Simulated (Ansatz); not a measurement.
# Cs2B4H: the cost of one run

Program: Ansatz 0.2.0. Level of theory: DFT PBE, scalar-relativistic, plane waves, PAW. These are calculated values, not measurements.

### Step 1. Starting point

The structure is tetragonal, space group P4/mmm (No. 123). The conventional cell has a = 4.325 Å, b = 4.325 Å, c = 7.896 Å, α = 90.00°, β = 90.00°, γ = 90.00°. Cs (site symmetry 4/mmm) is surrounded by 2 B at 2.92 Å. Around Cs (site symmetry 4/mmm) lie 2 B at 2.39 Å. B (site symmetry 4mm) has 1 H at 1.02 Å as nearest neighbours. B (site symmetry 4mm) has 1 Cs at 2.39 Å as nearest neighbours. H (site symmetry 4/mmm) has 2 B at 1.02 Å as nearest neighbours.

As a file:

```
Cs B H
1.0
     4.32506    0.00000    0.00000
     0.00000    4.32506    0.00000
     0.00000    0.00000    7.89609
Cs B H
2 4 1
Direct
  0.50000 0.50000 0.50000
  0.00000 0.00000 0.00000
  0.50000 0.50000 0.87030
  0.50000 0.50000 0.12970
  0.00000 0.00000 0.69721
  0.00000 0.00000 0.30279
  0.50000 0.50000 0.00000
```

The cell is invented: random cell by space group and Wyckoff sites (P4/mmm, No. 123). Its size is a rough estimate.

### Step 2. The guess as it stands, on a coarse mesh

File input.yaml:

```yaml
crystal:
  lattice:
    - [4.32505812, 0.0, 0.0]
    - [0.0, 4.32505812, 0.0]
    - [0.0, 0.0, 7.89609232]
  atoms:
    - { symbol: Cs, position: [0.5, 0.5, 0.5] }
    - { symbol: Cs, position: [0.0, 0.0, 0.0] }
    - { symbol: B, position: [0.5, 0.5, 0.87029694] }
    - { symbol: B, position: [0.5, 0.5, 0.12970306] }
    - { symbol: B, position: [0.0, 0.0, 0.69721439] }
    - { symbol: B, position: [0.0, 0.0, 0.30278561] }
    - { symbol: H, position: [0.5, 0.5, 0.0] }
basis:
  ecutwfc: 420
kpoints:
  mp_grid: { grid: [4, 4, 2] }
hamiltonian:
  xc: pbe
scf:
  occupations: { method: gaussian, width: 0.1 }
  lower_state_search: "off"
output:
  forces: true
  stress: true
  eigenvalues: true
```

On the command line:

```
$ ansatz run input.yaml --threads 1 --pin off --max-ram 2048MiB --backend cpu --events-out ev --progress --plain --runs-dir out
```

**Question.** How long does this run take on 1 thread of Arm Neoverse V1, shared host, and how much memory does it need?

About 4.6 s, with a peak of 0.36 GiB.
